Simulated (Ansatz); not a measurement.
# AlClFGeH3: how energies converge with the basis set

An exercise on one series of results from a longer session: the logs are not shown, and one member is left open.

Computed with Ansatz 0.2.0, Gaussian basis. Level: one geometry, several basis sets.

Plan: PBE0-D4/def2-SVP; ωB97M-V/def2-SVP; PBE0-D4/def2-QZVPP; ωB97M-V/def2-QZVPP; the functionals' def2-TZVPP values are taken from earlier runs.

## The relaxed structure

The geometry comes from an earlier relaxation with PBE0-D4 in a triple-zeta def2 set; it is a stationary point, not always the lowest conformer.

SMILES `[F][Al]([Cl])[GeH3]`, 7 atoms, charge 0, spin multiplicity 1.

Atoms are counted from 1 here; the program's logs count them from 0.

Bond lengths: F1–Al2 1.644 Å, Al2–Cl3 2.087 Å, Al2–Ge4 2.454 Å, Ge4–H5 1.538 Å, Ge4–H6 1.538 Å, Ge4–H7 1.536 Å. Angles: F1–Al2–Cl3 116.8°, F1–Al2–Ge4 119.8°, Cl3–Al2–Ge4 123.3°, Al2–Ge4–H5 110.3°, Al2–Ge4–H6 110.3°, Al2–Ge4–H7 111.2°, H5–Ge4–H6 107.8°, H5–Ge4–H7 108.6°, H6–Ge4–H7 108.6°.

The first run:

in.yaml reads:

```yaml
crystal:
  periodic: [false, false, false]
  atoms:
    - {symbol: F, position_ang: [1.675943, -0.560116, 1.938881]}
    - {symbol: Al, position_ang: [0.688063, -0.954489, 0.684906]}
    - {symbol: Cl, position_ang: [0.530863, -2.981240, 0.211011]}
    - {symbol: Ge, position_ang: [-0.512913, 0.810056, -0.525033]}
    - {symbol: H, position_ang: [0.481444, 1.816283, -1.127466]}
    - {symbol: H, position_ang: [-1.438471, 1.578245, 0.432850]}
    - {symbol: H, position_ang: [-1.363630, 0.223262, -1.660851]}
basis:
  gaussian: {orbitals: def2-SVP}
hamiltonian: {xc: pbe0, dispersion: d4}
output: {orbitals: {seedname: orbitals}}
```

Started as:

```console
$ ansatz run in.yaml --threads 2 --pin off --events-out ev --progress --plain --max-ram 31744MiB --backend cpu
```

Steps of the session up to this table: PBE0-D4 in def2-SVP; ωB97M-V in def2-SVP; PBE0-D4 in def2-QZVPP; ωB97M-V in def2-QZVPP.

One table of the session follows, with a row left open; its other results are not shown here.

It belongs to the step «Functionals by basis». 

| functional | basis | HOMO (eV) | LUMO (eV) |
| --- | --- | --- | --- |
| PBE0-D4 | def2-SVP | ? | ? |
| PBE0-D4 | def2-TZVPP | -8.44 | -1.58 |
| PBE0-D4 | def2-QZVPP | -8.45 | -1.61 |
| ωB97M-V | def2-SVP | -10.37 | 0.32 |
| ωB97M-V | def2-TZVPP | -10.44 | 0.13 |
| ωB97M-V | def2-QZVPP | -10.46 | 0.02 |

Q: Estimate the row for PBE0-D4, def2-SVP from the others.

As computed: HOMO (eV): -8.40; LUMO (eV): -1.46. In the column «HOMO (eV)» it is the highest.
